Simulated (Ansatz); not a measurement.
# LiCa (P-6m2) in Ansatz: band structure with LDA

Aim: the band structure of LiCa with LDA.

Everything below comes from runs of Ansatz 0.2.0. Logs are shortened: lines on timing, memory, paths and dates and some standing lists are left out, and cuts for length are marked.

**1. The structure**

Symmetry: P-6m2, No. 187, hexagonal system. Conventional cell: a = 3.793 Å, b = 3.793 Å, c = 5.385 Å, α = 90.00°, β = 90.00°, γ = 120.00°. Li (site symmetry -6m2) has 6 Ca at 3.47 Å and 6 Li at 3.79 Å as nearest neighbours. Ca (site symmetry -6m2) is surrounded by 6 Li at 3.47 Å and 6 Ca at 3.79 Å.

The cell was built by a generator and needn't be a form met in nature.

**2. Band structure, LDA**

File input.yaml:

```yaml
crystal:
  lattice:
    - [3.79269, 0.0, 0.0]
    - [-1.89634, 3.28457, 0.0]
    - [0.0, 0.0, 5.38518]
  atoms:
    - { symbol: Li, position: [0.0, 0.0, 0.0] }
    - { symbol: Ca, position: [0.33333, 0.66667, 0.5] }
hamiltonian:
  xc: lda
  pseudopotentials: { kind: paw }
kpoints:
  mp_grid: { grid: [8, 8, 5] }
  band_path:
    path:
      - [[0.0, 0.0, 0.0], [0.5, 0.0, 0.0], [0.3333333333, 0.3333333333, 0.0], [0.0, 0.0, 0.0], [0.0, 0.0, 0.5], [0.5, 0.0, 0.5], [0.3333333333, 0.3333333333, 0.5], [0.0, 0.0, 0.5]]
      - [[0.5, 0.0, 0.5], [0.5, 0.0, 0.0]]
      - [[0.3333333333, 0.3333333333, 0.0], [0.3333333333, 0.3333333333, 0.5]]
    npoints: 14
scf:
  occupations: { method: fermi_dirac, width: 0.05 }
  n_extra_bands: 6
output:
  forces: true
  stress: true
  eigenvalues: true
  fatbands: false
```

Potentials or basis: Ansatz PAW.

Launch:

```
ansatz run input.yaml --threads 2 --pin off --max-ram 5632MiB --backend cpu --events-out ev --progress --plain --runs-dir out
```

Standard output:

```text
Warning: the atoms were moved onto the symmetric positions of the space group found under crystal.symmetry.tolerance 1.0e-5 (fractional; no operation is sought that the atoms, as they stand in a round, miss by more than twice it, and no atom is moved by as much as it), and the run uses the moved positions. Before a round's move an operation carried an atom to 1.90e-5 Å from where it should land, the largest such distance. Atom 1 (counting from 0) moved farthest, by 2.19e-5 Å; the longest move in fractions of the cell, of whichever atom, is 0.47 of the tolerance, in 1 round. To run the atoms as typed, lower crystal.symmetry.tolerance until the operations that they miss are no longer found, or set crystal.symmetry.detect: false (a key that needs symmetry detection or time reversal refuses this as the deck is read). The positions used, in the order of the run's atom list: position: [1.8503858249243818e-17, -2.7755575615628914e-17, 0.0]; position: [0.33333333333333337, 0.6666666666666666, 0.5]; The lattice was moved too: crystal.lattice keeps the space group found at crystal.symmetry.tolerance 1.0e-5 only nearly: the operation that it misses by the most changes a squared length by the fraction 3.69e-6. The run uses the lattice that is a stretch of the typed one, with no rotation, onto the one that keeps every operation to a double's rounding (on a very oblique basis the stretch itself rounds by more); the deck's lattice vector that moved farthest moved by 3.74e-6 Å. To run the lattice as typed, set crystal.symmetry.tolerance under 6.45e-7, the least fraction by which an operation that the lattice misses changes a squared length (the same key also sets how far an atom may lie from its image, so lowering it can lose operations that the atoms keep only within it), or set crystal.symmetry.detect: false, as for the atoms. crystal.lattice made exact, in Å and degrees: [[3.7926923736740106, -2.8867513458934555e-6, 0.0], [-1.8963436868370052, 3.2845693877168687, 0.0], [0.0, 0.0, 5.38518]]. Pasted over the deck's crystal.lattice, beside positions in fractional coordinates, it runs the same cell (given as lengths and angles, that cell in the form's own orientation, a rigid turn of the misfit's size from the one run here, for which a checkpoint.post_process_only pass over this run's state can be refused: where this run relaxes nothing, give such a pass this deck's own crystal.lattice, as typed; behind a relaxation, as crystal.lattice, the state's own cell, identity.cell in its checkpoint.json), and a matrix so pasted ends this notice, except on a very skew basis of the lattice, where the rounding of the pasted numbers themselves can read as a misfit: the cell is then moved again, and that move is told again. The lattice as run is in this notice's lattice.as_run_ang field (Run.prep()["deck_notices"] in Python, the deck_notice line of an events file, deck_notices of ansatz run --dry-run=json, or deck_notices in record.json in the deck's checkpoint.write directory).
Warning: RAYON_NUM_THREADS=2 ignored (pool sized by the plan → 2); use --threads N
scf.n_extra_bands = 6 over 7 filled bands (N_el = 13.0): the run solves 13 bands
Engine: ansatz 0.2.0, aarch64-unknown-linux-gnu
Pseudopotentials: kind: paw
Pseudopotential: Li, paw, valence charge 3, recommended cutoff 420 eV (normal), Li.paw.azcp
Pseudopotential: Ca, paw, valence charge 10, recommended cutoff 420 eV (normal), Ca.paw.azcp
Functional definition: SPW92
  exchange = slater_x
  correlation = pw_c
Crystal: 2 atoms, lattice volume = 67.085 Å³
Basis set: ecut = 420 eV, 1277 PW (Γ)
Bands: 13, of which v1, the nominal top of the filled ones, is band 7 counted from 1 (6 counted from 0)
Symmetry: 12 space group operations
Space group: P-6m2 (ITA 187), of the structure as read, at distance tolerance 4.1e-5 Å
k-points: 30 of 320 (time reversal used)
Non-local potential: Li, projectors of the file, l = 0: 3, l = 1: 2, l = 2: 1
Non-local potential: Ca, projectors of the file, l = 0: 3, l = 1: 2, l = 2: 2
PAW form: soft (Blöchl's): semilocal exchange-correlation on the pseudo side does not see the compensation charge
PAW frozen core: Ca, regenerated for the run's functional, and the local potential with it (the file was generated under x = pbe(κ = 0.804, μ = 0.2195149727645171), c = pbe(β = 0.06672455060314922))
PAW one-centre angular grid: Li, 110 points (default); XC on 64 Gauss nodes
PAW one-centre angular grid: Ca, 110 points (default); XC on 64 Gauss nodes
Initial density: superposition of atomic densities (neutral atoms: chi_scale 0, normalization atom), corrected by the library's trained network
Initial wavefunctions: pseudopotential atomic-orbital guess
Functional: x = slater, c = lda
SCF iter   1: F=—  HF=-1974.011770 eV  |F-HF|=—  |Δ(HF+E_count)|=         —  Δρ=3.81e-3  dr2=4.75e-3  ethr=1.77e-3  ⟨swp⟩=6.6  Hψ=2775  notcnv=0
preconditioner: auto → none  [metal: Δε(μ)=0.053 eV  Ē_g=3.974 eV  σ=0.050 eV  W_gap=0.26  n_scr=8 (ndim 8)  ℏωp=7.9 eV  f_vac=0.000  D(μ)=2.02/eV (n_scr^D=22)  sad-step TF]
SCF iter   2: F=—  HF=-1974.008077 eV  |F-HF|=—  |Δ(HF+E_count)|=   3.69e-3  Δρ=2.03e-3  dr2=2.67e-3  ethr=3.65e-5  ⟨swp⟩=2.0  Hψ=811  notcnv=0  defer=10
SCF iter   3: F=—  HF=-1974.007831 eV  |F-HF|=—  |Δ(HF+E_count)|=   2.46e-4  Δρ=9.55e-4  dr2=2.84e-3  ethr=2.05e-5  ⟨swp⟩=2.0  Hψ=711  notcnv=0  defer=10
SCF iter   4: F=—  HF=-1974.007050 eV  |F-HF|=—  |Δ(HF+E_count)|=   7.81e-4  Δρ=2.79e-4  dr2=6.43e-5  ethr=2.05e-5  ⟨swp⟩=1.9  Hψ=419  notcnv=0  defer=10
SCF iter   5: F=—  HF=-1974.007059 eV  |F-HF|=—  |Δ(HF+E_count)|=   8.22e-6  Δρ=7.94e-5  dr2=2.16e-5  ethr=4.95e-7  ⟨swp⟩=2.0  Hψ=427  notcnv=0  defer=11
SCF iter   6: F=—  HF=-1974.007054 eV  |F-HF|=—  |Δ(HF+E_count)|=   4.62e-6  Δρ=3.51e-5  dr2=3.91e-6  ethr=1.66e-7  ⟨swp⟩=1.1  Hψ=378  notcnv=0  defer=11
SCF iter   7: F=—  HF=-1974.007053 eV  |F-HF|=—  |Δ(HF+E_count)|=   1.03e-6  Δρ=7.06e-6  dr2=1.45e-7  ethr=3.01e-8  ⟨swp⟩=1.6  Hψ=397  notcnv=0  defer=11
SCF iter   8: F=-1974.007053 eV  HF=-1974.007053 eV  |F-HF|=8.53e-10  |Δ(HF+E_count)|=   3.57e-8  Δρ=7.21e-7  dr2=1.28e-9  ethr=7.69e-10  ⟨swp⟩=5.8  Hψ=1203  notcnv=0
SCF 1 converged in 8 iterations: F = -1974.007053 eV  dr2 = 1.28e-9
NSCF: frozen V_eff on 129 k-points
SCF converged after 8 iterations
Free energy (F): -1974.007053 eV
Harris-Foulkes:  -1974.007053 eV  (|F-HF|=8.53e-10)
Internal energy: -1973.989870 eV  (E = F + TS)
E sigma→0 (E₀):  -1973.998462 eV
Entropy (-TS):   -0.017183 eV (-8.591 meV/atom)
Fermi energy:    3.090380 eV
--- Per-component energies (eV) ---
  E_band       = -276.283648
  E_kinetic    = 295.786376
  E_local      = -1067.832787  (includes V_loc(G=0)·N_el)
  E_nonlocal   = 34.032433
  E_hartree    = 359.633156
  E_xc         = -143.138143
  E_vxc        = -180.309646  (∫ρ·V_xc dr)
  E_paw        = -834.617544  (= ΣΔE_a)
  E_vpaw       = -77.225832  (= ΣTr[D̂ρ^β])
  E_aug_tail   = 0.000005  (compensation charges beyond the density's cutoff)
  E_ewald      = -618.136533
  E_core_change = 0.283166  (= ΣΔE_core)
  E_smearing   = -0.017183  (= −TS)
  E_closure    = 0.000000  (closes the sum)
  Σ components = -1974.007053   (vs F -1974.007053, Δ=0.00e0)
--- Forces (eV/Å), atoms counted from 1 ---
  atom   1  Li     0.00000000     0.00000000     0.00000000
  atom   2  Ca     0.00000000     0.00000000     0.00000000
  max |Σ_I F_I| component: 9.25e-18 eV/Å
--- Stress (GPa, compression-positive) ---
       -1.474640      -0.000000       0.000000
       -0.000000      -1.474640       0.000000
        0.000000       0.000000      -0.937425
  P = ⅓ Tr σ = -1.2956 GPa (-12.956 kbar)
--- Band table (eV; the first three rows and the last of 30) ---
  k-point 0: bands = ["-42.8769", "-38.5728", "-19.8201", "-19.7247", "-19.7247", "-0.6662", "3.2928", "3.7623", "5.3918", "5.3918", "6.5427", "6.5427", "8.6495"]
  k-point 1: bands = ["-42.8769", "-38.5728", "-19.8207", "-19.7247", "-19.7247", "-0.4869", "2.3474", "4.4857", "5.4093", "5.4093", "6.4966", "6.4966", "9.1389"]
  k-point 2: bands = ["-42.8769", "-38.5728", "-19.8217", "-19.7247", "-19.7247", "-0.0384", "1.3580", "4.9448", "5.4386", "5.4386", "6.4249", "6.4249", "10.3975"]
  k-point 29: bands = ["-42.8759", "-38.5569", "-19.8463", "-19.8064", "-19.7984", "3.2293", "3.2688", "3.8402", "4.1151", "4.6506", "5.9958", "7.5559", "7.6187"]
```

Run time: 4.1 s. Hardware: 2 threads of Arm Neoverse V1, shared host; peak memory 0.3 GiB.

What came out:

- Free energy: -1974.0071 eV
- Pressure: -1.3 GPa
- Band gap on the k mesh: none (metal or under the smearing width)

Levels at the corners of the path, in eV from the Fermi level:
| point | band 3 | band 4 | band 5 | band 6 | band 7 | band 8 | band 9 | band 10 | band 11 | band 12 |
| --- | --- | --- | --- | --- | --- | --- | --- | --- | --- | --- |
| Γ | -22.91 | -22.82 | -22.82 | -3.76 | 0.20 | 0.67 | 2.30 | 2.30 | 3.45 | 3.45 |
| M | -22.96 | -22.89 | -22.85 | -1.01 | -0.23 | 0.75 | 1.09 | 3.04 | 4.15 | 4.43 |
| K | -22.92 | -22.92 | -22.89 | 0.04 | 0.14 | 0.26 | 1.27 | 1.80 | 3.35 | 4.08 |
| Γ | -22.91 | -22.82 | -22.82 | -3.76 | 0.20 | 0.67 | 2.30 | 2.30 | 3.45 | 3.45 |
| A | -22.91 | -22.82 | -22.82 | -2.99 | -1.94 | 1.91 | 2.35 | 2.35 | 3.32 | 3.32 |
| L | -22.96 | -22.89 | -22.85 | -0.29 | -0.21 | 0.59 | 0.77 | 2.57 | 2.67 | 4.16 |
| H | -22.92 | -22.92 | -22.89 | 0.25 | 0.45 | 0.80 | 0.92 | 1.50 | 2.56 | 4.33 |
| A | -22.91 | -22.82 | -22.82 | -2.99 | -1.94 | 1.91 | 2.35 | 2.35 | 3.32 | 3.32 |
| L | -22.96 | -22.89 | -22.85 | -0.29 | -0.21 | 0.59 | 0.77 | 2.57 | 2.67 | 4.16 |
| M | -22.96 | -22.89 | -22.85 | -1.01 | -0.23 | 0.75 | 1.09 | 3.04 | 4.15 | 4.43 |
| K | -22.92 | -22.92 | -22.89 | 0.04 | 0.14 | 0.26 | 1.27 | 1.80 | 3.35 | 4.08 |
| H | -22.92 | -22.92 | -22.89 | 0.25 | 0.45 | 0.80 | 0.92 | 1.50 | 2.56 | 4.33 |

Caveat: the PAW data sets come from PBE, with cores solved anew for the run's functional, which leaves a small shift of forces and pressure.
